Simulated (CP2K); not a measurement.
# SiF (Pm-3m) in CP2K: a series of runs

One crystal, SiF, is run at these levels: PBE, LDA; tasks: band structure.

Everything below comes from runs of CP2K 2026.2. Logs are shortened: lines on timing, memory, paths and dates and some standing lists are left out, and cuts for length are marked.

**1. The crystal as given**

The structure is cubic, space group Pm-3m (No. 221). The conventional cell has a = 3.029 Å, b = 3.029 Å, c = 3.029 Å, α = 90.00°, β = 90.00°, γ = 90.00°. Around Si (site symmetry m-3m) lie 8 F at 2.62 Å. Around F (site symmetry m-3m) lie 8 Si at 2.62 Å.

The cell was built by a generator and needn't be a form met in nature.

**2. Band structure, PBE**

The input, sif_bands.inp:

```
&GLOBAL
  PROJECT sif_bands
  RUN_TYPE ENERGY_FORCE
  PRINT_LEVEL LOW
&END GLOBAL
&FORCE_EVAL
  METHOD QS
  STRESS_TENSOR ANALYTICAL
  &DFT
    BASIS_SET_FILE_NAME BASIS_MOLOPT_UZH
    POTENTIAL_FILE_NAME POTENTIAL_UZH
    &MGRID
      CUTOFF 750
      REL_CUTOFF 60
      NGRIDS 5
    &END MGRID
    &QS
      METHOD GPW
      EPS_DEFAULT 1.0E-10
    &END QS
    &KPOINTS
      SCHEME MONKHORST-PACK 9 9 9
      GAMMA_CENTERED T
      SYMMETRY T
      SYMMETRY_BACKEND SPGLIB
    &END KPOINTS
    &SCF
      SCF_GUESS ATOMIC
      EPS_SCF 1.0E-6
      MAX_SCF 100
      ADDED_MOS 10
      CHOLESKY OFF
      EPS_EIGVAL 1.0E-7
      &DIAGONALIZATION ON
        ALGORITHM STANDARD
      &END DIAGONALIZATION
      &MIXING ON
        METHOD BROYDEN_MIXING
        ALPHA 0.4
        BETA 1.5
        NBUFFER 8
      &END MIXING
      &SMEAR ON
        METHOD FERMI_DIRAC
        ELECTRONIC_TEMPERATURE [K] 116.045
      &END SMEAR
    &END SCF
    &XC
      &XC_FUNCTIONAL PBE
      &END XC_FUNCTIONAL
    &END XC
    &PRINT
      &KPOINTS ON
      &END KPOINTS
      &MULLIKEN ON
      &END MULLIKEN
      &MO ON
        ENERGIES T
        OCCUPATION_NUMBERS T
        &EACH
          QS_SCF 0
        &END EACH
        ADD_LAST NUMERIC
      &END MO
      &BAND_STRUCTURE
        FILE_NAME bands.bs
        ADDED_MOS 4
        &KPOINT_SET
          UNITS B_VECTOR
          NPOINTS 10
          SPECIAL_POINT GAMMA 0.00000000 0.00000000 0.00000000
          SPECIAL_POINT X 0.00000000 0.50000000 0.00000000
          SPECIAL_POINT M 0.50000000 0.50000000 0.00000000
          SPECIAL_POINT GAMMA 0.00000000 0.00000000 0.00000000
          SPECIAL_POINT R 0.50000000 0.50000000 0.50000000
          SPECIAL_POINT X 0.00000000 0.50000000 0.00000000
        &END KPOINT_SET
        &KPOINT_SET
          UNITS B_VECTOR
          NPOINTS 10
          SPECIAL_POINT M 0.50000000 0.50000000 0.00000000
          SPECIAL_POINT R 0.50000000 0.50000000 0.50000000
        &END KPOINT_SET
      &END BAND_STRUCTURE
    &END PRINT
  &END DFT
  &SUBSYS
    &CELL
      A 3.0286000000 0.0000000000 0.0000000000
      B 0.0000000000 3.0286000000 0.0000000000
      C 0.0000000000 0.0000000000 3.0286000000
      PERIODIC XYZ
    &END CELL
    &COORD
      SCALED
      Si  0.5000000000 0.5000000000 0.5000000000
      F   0.0000000000 0.0000000000 0.0000000000
    &END COORD
    &KIND Si
      BASIS_SET TZVP-MOLOPT-PBE-GTH-q4
      POTENTIAL GTH-PBE-q4
    &END KIND
    &KIND F
      BASIS_SET TZVP-MOLOPT-PBE-GTH-q7
      POTENTIAL GTH-PBE-q7
    &END KIND
    &PRINT
      &ATOMIC_COORDINATES ON
      &END ATOMIC_COORDINATES
      &CELL ON
      &END CELL
      &SYMMETRY ON
      &END SYMMETRY
    &END PRINT
  &END SUBSYS
  &PRINT
    &FORCES ON
    &END FORCES
    &STRESS_TENSOR ON
    &END STRESS_TENSOR
  &END PRINT
&END FORCE_EVAL
```

Potentials or basis: POTENTIAL_UZH Si GTH-PBE-q4, F GTH-PBE-q7; TZVP-MOLOPT-PBE-GTH basis.

Launch:

```
$ OMP_NUM_THREADS=1 cp2k.psmp -i sif_bands.inp -o sif_bands.out
```

sif_bands.out:

```text

 CP2K| version string:                                       CP2K version 2026.2
 CP2K| Input file name                                             sif_bands.inp

 GLOBAL| Force Environment number                                              1
 GLOBAL| Basis set file name                                    BASIS_MOLOPT_UZH
 GLOBAL| Potential file name                                       POTENTIAL_UZH
 GLOBAL| MM Potential file name                                     MM_POTENTIAL
 GLOBAL| Coordinate file name                                      __STD_INPUT__
 GLOBAL| Method name                                                        CP2K
 GLOBAL| Project name                                                  sif_bands
 GLOBAL| Run type                                                   ENERGY_FORCE
 GLOBAL| FFT library                                                       FFTW3
 GLOBAL| Diagonalization library                                       ScaLAPACK
 GLOBAL| Cholesky decomposition library                                ScaLAPACK
 GLOBAL| DGEMM library                                                      BLAS
 GLOBAL| Direct generalized diagonalization requested                          F
 GLOBAL| Matrix multiplication library                                 ScaLAPACK
 GLOBAL| Global print level                                                  LOW
 GLOBAL| Total number of message passing processes                             1
 GLOBAL| Number of threads for this process                                    1
 GLOBAL| CPU model name                                                  UNKNOWN

 CELL| Volume [angstrom^3]:                                            27.779585
 CELL| Vector a [angstrom]:       3.029     0.000     0.000   |a| =     3.028600
 CELL| Vector b [angstrom]:       0.000     3.029     0.000   |b| =     3.028600
 CELL| Vector c [angstrom]:       0.000     0.000     3.029   |c| =     3.028600
 CELL| Angle (b,c), alpha [degree]:                                    90.000000
 CELL| Angle (a,c), beta  [degree]:                                    90.000000
 CELL| Angle (a,b), gamma [degree]:                                    90.000000
 CELL| Numerically orthorhombic:                                             YES
 CELL| Periodicity                                                           XYZ

 CELL_REF| Volume [angstrom^3]:                                        27.779585
 CELL_REF| Vector a [angstrom     3.029     0.000     0.000   |a| =     3.028600
 CELL_REF| Vector b [angstrom     0.000     3.029     0.000   |b| =     3.028600
 CELL_REF| Vector c [angstrom     0.000     0.000     3.029   |c| =     3.028600
 CELL_REF| Angle (b,c), alpha [degree]:                                90.000000
 CELL_REF| Angle (a,c), beta  [degree]:                                90.000000
 CELL_REF| Angle (a,b), gamma [degree]:                                90.000000
 CELL_REF| Numerically orthorhombic:                                         YES
 CELL_REF| Periodicity                                                       XYZ

[... 8 lines left out ...]
 TOTAL NUMBERS AND MAXIMUM NUMBERS

  Total number of            - Atomic kinds:                                   2
                             - Atoms:                                          2
                             - Shell sets:                                     2
                             - Shells:                                        14
                             - Primitive Cartesian functions:                  9
                             - Cartesian basis functions:                     36
                             - Spherical basis functions:                     34

  Maximum angular momentum of- Orbital basis functions:                        2
                             - Local part of the GTH pseudopotential:          2
                             - Non-local part of the GTH pseudopotential:      2

 MODULE QUICKSTEP: ATOMIC COORDINATES IN ANGSTROM

   Atom Kind Element         X             Y             Z       Z(eff)     Mass
      1    1 Si   14      1.514300      1.514300      1.514300   4.0000  28.0855
      2    2 F     9      0.000000      0.000000      0.000000   7.0000  18.9984

 Crystal Symmetry Information
       International Symbol:                                               Pm-3m
       Point Group Symbol:                                                  m-3m
       Schoenflies Symbol:                                                  Oh^1
       Number of Symmetry Operations:                                         48

 SCF PARAMETERS         Density guess:                                    ATOMIC
[... 32 lines left out ...]
 BRILLOUIN| Symmetry reduction method                                    SPGLIB
 BRILLOUIN| Wavefunction type                                            COMPLEX
 BRILLOUIN| List of Kpoints [2 Pi/Bohr]                                       35
 BRILLOUIN| Number           Weight            X              Y              Z
 BRILLOUIN|     1           0.01097       -0.44444       -0.44444       -0.44444
 BRILLOUIN|     2           0.03292       -0.44444       -0.44444       -0.33333
 BRILLOUIN|     3           0.03292       -0.44444       -0.44444       -0.22222
 BRILLOUIN|     4           0.03292       -0.44444       -0.44444       -0.11111
 BRILLOUIN|     5           0.01646       -0.44444       -0.44444        0.00000
 BRILLOUIN|     6           0.03292       -0.44444       -0.33333       -0.33333
[... 27 lines left out ...]
 BRILLOUIN|    34           0.00823       -0.11111        0.00000        0.00000
 BRILLOUIN|    35           0.00137        0.00000        0.00000        0.00000
 *******************************************************************************

 Extrapolation method: initial_guess

 Number of electrons:                                                         11
 Number of occupied orbitals:                                                  6
 Number of molecular orbitals:                                                16

 Number of orbital functions:                                                 34
 Number of independent orbital functions:                                     34

 SCF WAVEFUNCTION OPTIMIZATION

  Step     Update method      Time    Convergence         Total energy    Change
  ------------------------------------------------------------------------------
     1 NoMix/Diag. 0.40E+00    2.2     0.39027328       -28.1463043725 -2.81E+01
     2 Broy./Diag. 0.40E+00    1.5     0.07045058       -26.7955425743  1.35E+00
     3 Broy./Diag. 0.40E+00    1.4     0.05215259       -27.9835387010 -1.19E+00
     4 Broy./Diag. 0.40E+00    1.4     0.06076841       -28.1644195661 -1.81E-01
     5 Broy./Diag. 0.40E+00    1.8     0.03871075       -27.8280834675  3.36E-01
     6 Broy./Diag. 0.40E+00    1.9     0.01164279       -28.2066080893 -3.79E-01
     7 Broy./Diag. 0.40E+00    1.7     0.00641419       -28.0713680100  1.35E-01
     8 Broy./Diag. 0.40E+00    1.6     0.00064085       -28.1102257308 -3.89E-02
     9 Broy./Diag. 0.40E+00    1.6     0.00011700       -28.1159922062 -5.77E-03
    10 Broy./Diag. 0.40E+00    1.7     0.00001052       -28.1162025404 -2.10E-04
    11 Broy./Diag. 0.40E+00    1.7     0.00001569       -28.1162095305 -6.99E-06
    12 Broy./Diag. 0.40E+00    1.8     0.00000885       -28.1161278668  8.17E-05
    13 Broy./Diag. 0.40E+00    1.7     0.00000259       -28.1161274235  4.43E-07
    14 Broy./Diag. 0.40E+00    1.7     0.00000014       -28.1161139241  1.35E-05

  *** SCF run converged in    14 steps ***

  Electronic density on regular grids:        -10.9999999999        0.0000000001
  Core density on regular grids:               10.9999999991       -0.0000000009
  Total charge density on r-space grids:       -0.0000000007
  Total charge density g-space grids:          -0.0000000007

  Overlap energy of the core charge distribution:               0.00000000000000
  Self energy of the core charge distribution:                -74.61167675262362
  Core Hamiltonian energy:                                     20.05477472679230
  Hartree energy:                                              32.20755678426852
  Exchange-correlation energy:                                 -5.76673246551498
  Electronic entropic energy:                                  -0.00003621705841
  Fermi energy:                                                 0.22229419049737

  Total energy:                                               -28.11611392411542
  Total energy (extrapolated to T->0):                        -28.11609581558622

 MO| EIGENVALUES AND OCCUPATION NUMBERS FOR K POINT 1
 MO|
 MO|  Index      Eigenvalue [a.u.]        Eigenvalue [eV]             Occupation
 MO|      1              -0.646353             -17.588160               2.000000
 MO|      2              -0.008252              -0.224544               2.000000
 MO|      3              -0.002922              -0.079499               2.000000
 MO|      4              -0.002922              -0.079499               2.000000
 MO|      5               0.094400               2.568754               2.000000
 MO|      6               0.193353               5.261403               2.000000
[... 290 lines left out ...]
 MO|      6               0.158262               4.306540               2.000000
[... 8 lines left out ...]
 MO|     15               1.143152              31.106745               0.000000
 MO|     16               1.331547              36.233226               0.000000
 MO| Sum:                                                              12.000000
 MO| E(Fermi):            0.222294 a.u.          6.048933 eV
 MO| Band gap:            0.205667 a.u.          5.596483 eV

 [... the levels of further k-points ...]

 !-----------------------------------------------------------------------------!
                     Mulliken Population Analysis

 #  Atom  Element  Kind  Atomic population                           Net charge
       1     Si       1          3.565664                              0.434336
       2     F        2          7.434336                             -0.434336
 # Total charge                             11.000000                 -0.000000

 !-----------------------------------------------------------------------------!

 KPOINTS| Band Structure Calculation
 KPOINTS| Number of k-point sets                                               2
 KPOINTS| Number of added MOs/bands                                            4
 KPOINTS| Number of k-points in set    1                                      51
 KPOINTS| In units of b-vector [2pi/Bohr]
 KPOINTS| Special point     1       GAMMA     0.000000     0.000000     0.000000
 KPOINTS| Special point     2           X     0.000000     0.500000     0.000000
 KPOINTS| Special point     3           M     0.500000     0.500000     0.000000
 KPOINTS| Special point     4       GAMMA     0.000000     0.000000     0.000000
 KPOINTS| Special point     5           R     0.500000     0.500000     0.500000
 KPOINTS| Special point     6           X     0.000000     0.500000     0.000000
 KPOINTS| Number of k-points in set    2                                      11
 KPOINTS| In units of b-vector [2pi/Bohr]
 KPOINTS| Special point     1           M     0.500000     0.500000     0.000000
 KPOINTS| Special point     2           R     0.500000     0.500000     0.500000

 ENERGY| Total FORCE_EVAL ( QS ) energy [hartree]            -28.116111941397762

 FORCES| Atomic forces [hartree/bohr]
 FORCES|   Atom     x               y               z               |f|
 FORCES|      1 -3.89041927E-13 -3.33013096E-13 -2.46533382E-13   5.68357327E-13
 FORCES|      2  1.39006035E-09  1.39000665E-09  1.38993082E-09   2.40754937E-09
 FORCES| Sum     1.38967131E-09  1.38967364E-09  1.38968429E-09
 FORCES| Total atomic force                                       2.40699015E-09

 STRESS| Analytical stress tensor [bar]
 STRESS|                        x                   y                   z
 STRESS|      x        1.91902660192E+03   6.21162751855E-04   6.20909911113E-04
 STRESS|      y        6.21162751855E-04   1.91902660190E+03   6.20757593901E-04
 STRESS|      z        6.20909911113E-04   6.20757593901E-04   1.91902660195E+03
 STRESS| 1/3 Trace                                             1.91902660192E+03
 STRESS| Determinant                                           7.06712845271E+09

 STRESS| Eigenvectors and eigenvalues of the analytical stress tensor [bar]
 STRESS|                        1                   2                   3
 STRESS| Eigenvalues   1.91902598074E+03   1.91902598123E+03   1.91902784381E+03
 STRESS|      x          -0.765958841735     -0.282723318629      0.577385986903
 STRESS|      y           0.627878452160     -0.521925321212      0.577375621576
 STRESS|      z           0.138114814850      0.804774182104      0.577289194198
```

Wall time 27 s (1 thread of Arm Neoverse V1, shared host); peak memory 0.28 GiB.

Results:

```
Free energy            : -765.0783 eV
Pressure               : 0.2 GPa
Band gap on the k mesh : none (metal or under the smearing width)
Mulliken charges       : Si +0.43; F -0.43 e
```

Levels at the corners of the path, in eV from the Fermi level:
```csv
point,band 2,band 3,band 4,band 5,band 6,band 7,band 8,band 9
Γ,-9.02,-5.27,-5.27,-5.27,5.11,5.11,5.11,7.74
X,-9.83,-4.95,-4.95,-2.71,-2.62,5.03,5.03,9.16
M,-7.22,-7.22,-5.79,-4.74,0.88,0.88,6.49,7.85
Γ,-9.02,-5.27,-5.27,-5.27,5.11,5.11,5.11,7.74
R,-6.12,-6.12,-6.12,-2.96,-0.94,-0.94,-0.94,9.43
X,-9.83,-4.95,-4.95,-2.71,-2.62,5.03,5.03,9.16
M,-7.22,-7.22,-5.79,-4.74,0.88,0.88,6.49,7.85
R,-6.12,-6.12,-6.12,-2.96,-0.94,-0.94,-0.94,9.43
```

Caveat: Mulliken charges move with the basis; the basis of atomic orbitals isn't converged, which shifts pressures, moduli and gaps; an odd number of electrons without spin polarisation forces a metal; a magnetic or distorted state may lie lower.

**3. Band structure, LDA**

sif_bands.inp, as its differences from that of step 2:

```diff
@@ -10,3 +10,3 @@
     BASIS_SET_FILE_NAME BASIS_MOLOPT_UZH
-    POTENTIAL_FILE_NAME POTENTIAL_UZH
+    POTENTIAL_FILE_NAME GTH_POTENTIALS
     &MGRID
@@ -44,3 +44,3 @@
         METHOD FERMI_DIRAC
-        ELECTRONIC_TEMPERATURE [K] 116.045
+        ELECTRONIC_TEMPERATURE [K] 580.226
       &END SMEAR
@@ -48,3 +48,7 @@
     &XC
-      &XC_FUNCTIONAL PBE
+      &XC_FUNCTIONAL
+        &LDA_X
+        &END LDA_X
+        &LDA_C_PW
+        &END LDA_C_PW
       &END XC_FUNCTIONAL
@@ -69,3 +73,3 @@
           UNITS B_VECTOR
-          NPOINTS 10
+          NPOINTS 8
           SPECIAL_POINT GAMMA 0.00000000 0.00000000 0.00000000
@@ -79,3 +83,3 @@
           UNITS B_VECTOR
-          NPOINTS 10
+          NPOINTS 8
           SPECIAL_POINT M 0.50000000 0.50000000 0.00000000
@@ -100,3 +104,3 @@
       BASIS_SET TZVP-MOLOPT-PBE-GTH-q4
-      POTENTIAL GTH-PBE-q4
+      POTENTIAL GTH-PADE-q4
     &END KIND
@@ -104,3 +108,3 @@
       BASIS_SET TZVP-MOLOPT-PBE-GTH-q7
-      POTENTIAL GTH-PBE-q7
+      POTENTIAL GTH-PADE-q7
     &END KIND
```

Potentials or basis: GTH_POTENTIALS Si GTH-PADE-q4, F GTH-PADE-q7; TZVP-MOLOPT-PBE-GTH basis.

Launch:

```
$ OMP_NUM_THREADS=1 cp2k.psmp -i sif_bands.inp -o sif_bands.out
```

Wall time 27 s (1 thread of Arm Neoverse V1, shared host); peak memory 0.28 GiB.

Results (log left out):

```yaml
Free_energy: -765.1657 eV
Pressure: -5.7 GPa
Band_gap_on_the_k_mesh: none (metal or under the smearing width)
Mulliken_charges: Si +0.47; F -0.47 e
```

Levels at the corners of the path, in eV from the Fermi level:
| point | band 2 | band 3 | band 4 | band 5 | band 6 | band 7 | band 8 | band 9 |
| --- | --- | --- | --- | --- | --- | --- | --- | --- |
| Γ | -8.94 | -5.31 | -5.31 | -5.31 | 5.09 | 5.09 | 5.09 | 7.74 |
| X | -9.84 | -4.98 | -4.98 | -2.70 | -2.58 | 5.00 | 5.00 | 9.17 |
| M | -7.27 | -7.27 | -5.76 | -4.76 | 0.91 | 0.91 | 6.46 | 7.80 |
| Γ | -8.94 | -5.31 | -5.31 | -5.31 | 5.09 | 5.09 | 5.09 | 7.74 |
| R | -6.17 | -6.17 | -6.17 | -2.95 | -0.92 | -0.92 | -0.92 | 9.35 |
| X | -9.84 | -4.98 | -4.98 | -2.70 | -2.58 | 5.00 | 5.00 | 9.17 |
| M | -7.27 | -7.27 | -5.76 | -4.76 | 0.91 | 0.91 | 6.46 | 7.80 |
| R | -6.17 | -6.17 | -6.17 | -2.95 | -0.92 | -0.92 | -0.92 | 9.35 |

Caveat: Mulliken charges move with the basis; the basis of atomic orbitals isn't converged, which shifts pressures, moduli and gaps; an odd number of electrons without spin polarisation forces a metal; a magnetic or distorted state may lie lower.
